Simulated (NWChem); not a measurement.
# singlet CaH+ at 6 levels

Wanted: a comparison of 6 runs (HF/3-21G, HF/def2-TZVPP, B3LYP/6-31G*, B3LYP/def2-TZVPP, r2SCAN/def2-TZVPP, CCSD(T)/def2-TZVPP) of singlet CaH+. 

The results are computed with NWChem 7.3.0.

9 further runs of the same task are left out: 9 set aside as unsound or not needed. Runs told in other sessions of the task aren't counted.

### 1 The system as given

CaH+ has 2 atoms, charge +1, and is taken as a singlet. SMILES of the parent species: `[CaH]`. Geometry: relaxed at PBE0-D4/def2-TZVP. That shape belongs to the parent species and isn't relaxed for this state.

Bond lengths: Ca1–H2 1.990 Å.

### 2 The energy at HF/3-21G (run 1)

Input file cah.nw:

```
start cah
memory 2200 mb
charge 1

geometry noautosym nocenter noautoz
  Ca     0.000000     0.000000     0.020040
  H      0.000000     0.000000     2.009840
end

basis "ao basis" spherical bse
  * library 3-21G
end

scf
  thresh 1e-08
  maxiter 80
end

task scf energy
```

Launch:

```console
nwchem cah.nw > cah.out
```

The program printed:

```text
[...]
  functions       =    19
[...]
  wavefunction    = RHF
[...]
         Total SCF energy =   -673.729522802457
      One-electron energy =   -928.412339966794
      Two-electron energy =    249.363918290082
 Nuclear repulsion energy =      5.318898874256
        Time for solution =      0.1s
[...]
```

Run time: 0.58 s. Hardware: 1 thread of Intel Xeon 6975P-C (Granite Rapids), shared host; peak memory 0.1 GiB.

### 3 The energy at HF/def2-TZVPP (run 2)

Input file cah.nw:

```
start cah
memory 2200 mb
charge 1
geometry noautosym nocenter noautoz
Ca     0.000000     0.000000     0.020040
H      0.000000     0.000000     2.009840
end
basis spherical bse
Ca library def2-TZVPP
H library def2-TZVPP
end
scf
thresh 1e-08
maxiter 80
print medium
end
task scf energy
```

Launch:

```console
nwchem cah.nw > cah.out
```

The program printed:

```text
[...]
  functions       =    50
[...]
  wavefunction    = RHF
[...]
         Total SCF energy =   -677.101593132127
      One-electron energy =   -933.058762113198
      Two-electron energy =    250.638270106815
 Nuclear repulsion energy =      5.318898874256
        Time for solution =      2.6s
[...]
```

Run time: 3.3 s. Hardware: 1 thread of Intel Xeon 6975P-C (Granite Rapids), shared host; peak memory 0.1 GiB.

Runs 3 to 5 aren't shown in full; the table further down has their settings and results.

### 4 The energy at CCSD(T)/def2-TZVPP (run 6)

Input file mol.nw:

```
start mol
title "CaH energy"
memory 2200 mb
charge 1

geometry units angstroms noautosym nocenter noautoz
 Ca     0.000000     0.000000     0.020040
 H      0.000000     0.000000     2.009840
end

basis spherical bse
 * library def2-TZVPP
end

scf
 singlet
 rhf
 thresh 1e-08
 maxiter 80
 noprint "final vectors analysis"
end

ccsd
 freeze core 5
 maxiter 60
end

task ccsd(t)
```

Launch:

```console
nwchem mol.nw > mol.out
```

The program printed:

```text
[...]
  functions       =    50
[...]
  wavefunction    = RHF
[...]
         Total SCF energy =   -677.101593132127
      One-electron energy =   -933.058762113198
      Two-electron energy =    250.638270106815
 Nuclear repulsion energy =      5.318898874256
        Time for solution =      2.6s
[...]
 Total MP2 energy:           -677.297579110254446
[...]
             energy      energy      error      ampl     ampl      Block
                                                time     time      time
[...]
 Total CCSD energy:           -677.321973469811951
[...]
 Total CCSD+T(CCSD) energy:           -677.325551429667030
[...]
 Total CCSD(T) energy:                -677.325421617154461
[...]
```

Run time: 10 s. Hardware: 1 thread of Intel Xeon 6975P-C (Granite Rapids), shared host; peak memory 0.11 GiB.

### 5 The series

```csv
run,level,Cartesian functions,iteration cap,energy (Eh),wall time
1,HF/3-21G,no,80,-673.729523,0.58 s
2,HF/def2-TZVPP,no,80,-677.101593,3.3 s
3,B3LYP/6-31G* (Cartesian functions),yes,100,-677.875876,1.8 s
4,B3LYP/def2-TZVPP,no,100,-677.937266,4.2 s
5,r2SCAN/def2-TZVPP,no,100,-677.879453,4.5 s
6,CCSD(T)/def2-TZVPP,no,80,-677.325422,10 s
```

### 6 Summary of results

| quantity | value |
| --- | --- |
| run 6: total energy | -677.32542 Eh |
| run 6: correlation energy (5 core orbitals frozen) | -223.8 mEh |
| run 6: (T) correction | -3.45 mEh |

**Reading.** Over runs 1, 2, 5 the HOMO–LUMO gap runs from 3.61 eV (r2SCAN/def2-TZVPP) to 8.78 eV (HF/def2-TZVPP). Exact exchange widens orbital gaps. Totals of different functionals can't be ranked against each other. All runs together took 25 s, the longest 10 s.
